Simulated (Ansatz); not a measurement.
# CH4Te2: the cost of one run

All numbers below are computed with Ansatz 0.2.0 (RKS PBE0/def2-SVP).

## Step 1: The structure to begin with

Bond lengths: C1–Te2 2.094 Å, Te2–Te3 2.757 Å, C1–H4 1.166 Å, C1–H5 1.160 Å, C1–H6 1.085 Å, Te3–H7 1.770 Å. Angles: C1–Te2–Te3 88.5°, Te2–C1–H4 109.9°, Te2–C1–H5 110.3°, Te2–C1–H6 113.8°, H4–C1–H5 106.9°, H4–C1–H6 110.4°, H5–C1–H6 105.2°, Te2–Te3–H7 90.9°.

As a file:

```xyz
7

C    -1.0026    0.3339   -0.1718
Te   -0.0492   -0.3121    1.5775
Te    1.8556   -1.5311    0.0000
H    -0.2938    1.0372   -0.7744
H    -1.9485    0.9519    0.0899
H    -1.3567   -0.4758   -0.8011
H     2.8564   -0.0721    0.0342
```

## Step 2: Relaxing end A

File input.yaml:

```yaml
crystal:
  periodic: [false, false, false]
  atoms:
    - { symbol: C, position_ang: [-1.0026, 0.3339, -0.1718] }
    - { symbol: Te, position_ang: [-0.0492, -0.3121, 1.5775] }
    - { symbol: Te, position_ang: [1.8556, -1.5311, 0.0] }
    - { symbol: H, position_ang: [-0.2938, 1.0372, -0.7744] }
    - { symbol: H, position_ang: [-1.9485, 0.9519, 0.0899] }
    - { symbol: H, position_ang: [-1.3567, -0.4758, -0.8011] }
    - { symbol: H, position_ang: [2.8564, -0.0721, 0.0342] }
basis:
  gaussian: { orbitals: def2-SVP }
hamiltonian:
  xc: pbe0
relax:
  f_tol: 0.015
  max_steps: 40
output:
  orbitals: {}
```

The run is started by

```console
$ ansatz run input.yaml --threads 1 --pin off --max-ram 2048MiB --backend cpu --events-out ev --progress --plain --runs-dir out
```

Q: Estimate wall time and peak memory on 1 thread of Intel Xeon Platinum 8488C (Sapphire Rapids), shared host.

About 54 s, with a peak of 0.22 GiB.
